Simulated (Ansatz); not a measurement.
# C7H15NO: small, medium and large basis sets

One table from this session's results is given with a row withheld; the runs are named, their logs left out.

Method: one geometry, several basis sets; program: Ansatz 0.2.0, Gaussian basis.

Levels to be run: PBE0-D4/def2-SVP; ωB97M-V/def2-SVP; PBE0-D4/def2-QZVPP; ωB97M-V/def2-QZVPP; the functionals' def2-TZVPP values are taken from earlier runs.

### The geometry

All runs share one geometry, relaxed beforehand with PBE0-D4 in a triple-zeta def2 set.

SMILES `CN(C)C(=O)C(C)(C)C`, 24 atoms, charge 0, spin multiplicity 1.

Atoms are counted from 1 here; the program's logs count them from 0.

Bond lengths: C1–N2 1.445 Å, C1–H10 1.086 Å, C1–H11 1.095 Å, C1–H12 1.095 Å, N2–C3 1.439 Å, N2–C4 1.368 Å, C3–H13 1.096 Å, C3–H14 1.097 Å, C3–H15 1.081 Å, C4–O5 1.219 Å, C4–C6 1.545 Å, C6–C7 1.532 Å, C6–C8 1.533 Å, C6–C9 1.529 Å, C7–H16 1.089 Å, C7–H17 1.093 Å, C7–H18 1.093 Å, C8–H19 1.093 Å and more. Angles: N2–C1–H10 109.0°, N2–C1–H11 110.3°, N2–C1–H12 110.3°, H10–C1–H11 109.5°, H10–C1–H12 109.5°, H11–C1–H12 108.1°, C1–N2–C3 113.1°, C1–N2–C4 118.2°, C3–N2–C4 128.7°, N2–C3–H13 110.2°, N2–C3–H14 110.3°, N2–C3–H15 112.5°, H13–C3–H14 107.6°, H13–C3–H15 108.1°, H14–C3–H15 108.1°, N2–C4–O5 119.9°, N2–C4–C6 120.9°, O5–C4–C6 119.2° and more.

Set-up of the first run:

The input, in.yaml:

```yaml
crystal:
  periodic: [false, false, false]
  atoms:
    - {symbol: C, position_ang: [0.549506, -1.678170, -2.255294]}
    - {symbol: N, position_ang: [0.397792, -1.068919, -0.954151]}
    - {symbol: C, position_ang: [0.883336, -1.896929, 0.117385]}
    - {symbol: C, position_ang: [-0.169803, 0.173324, -0.884039]}
    - {symbol: O, position_ang: [-0.529122, 0.735696, -1.904641]}
    - {symbol: C, position_ang: [-0.364377, 0.880822, 0.475061]}
    - {symbol: C, position_ang: [-1.319888, 0.100906, 1.384580]}
    - {symbol: C, position_ang: [0.977631, 1.169689, 1.156421]}
    - {symbol: C, position_ang: [-1.020761, 2.230735, 0.185419]}
    - {symbol: H, position_ang: [0.162752, -1.000761, -3.010938]}
    - {symbol: H, position_ang: [0.001363, -2.625714, -2.297711]}
    - {symbol: H, position_ang: [1.605894, -1.886889, -2.456463]}
    - {symbol: H, position_ang: [1.945821, -2.123340, -0.031360]}
    - {symbol: H, position_ang: [0.340778, -2.849682, 0.137117]}
    - {symbol: H, position_ang: [0.772801, -1.427159, 1.084728]}
    - {symbol: H, position_ang: [-0.940204, -0.865113, 1.714904]}
    - {symbol: H, position_ang: [-1.528684, 0.693800, 2.279119]}
    - {symbol: H, position_ang: [-2.270349, -0.073466, 0.874458]}
    - {symbol: H, position_ang: [0.804570, 1.780873, 2.046283]}
    - {symbol: H, position_ang: [1.627780, 1.737737, 0.486629]}
    - {symbol: H, position_ang: [1.523823, 0.281698, 1.472197]}
    - {symbol: H, position_ang: [-0.396822, 2.843020, -0.465367]}
    - {symbol: H, position_ang: [-1.983580, 2.105106, -0.309476]}
    - {symbol: H, position_ang: [-1.175458, 2.762533, 1.128041]}
basis:
  gaussian: {orbitals: def2-SVP}
hamiltonian: {xc: pbe0, dispersion: d4}
output: {orbitals: {seedname: orbitals}}
```

Launch:

```bash
$ ansatz run in.yaml --threads 5 --pin off --events-out ev --progress --plain --max-ram 66560MiB --backend cpu
```

Among the steps run: PBE0-D4 in def2-SVP; ωB97M-V in def2-SVP; PBE0-D4 in def2-QZVPP; ωB97M-V in def2-QZVPP.

One of the session's tables, all rows but one given; the rest of the session is left out.

It belongs to the step «Functionals by basis». 

```
functional       basis  HOMO (eV)  LUMO (eV)
   PBE0-D4    def2-SVP          ?          ?
   PBE0-D4  def2-TZVPP      -6.85       0.81
   PBE0-D4  def2-QZVPP      -6.87       0.42
   ωB97M-V    def2-SVP      -9.00       3.18
   ωB97M-V  def2-TZVPP      -9.12       2.34
   ωB97M-V  def2-QZVPP      -9.14       1.46
```

Q: Estimate the row for PBE0-D4, def2-SVP from the others.

The run gave: HOMO (eV): -6.75; LUMO (eV): 1.04. In the column «HOMO (eV)» it is the highest.
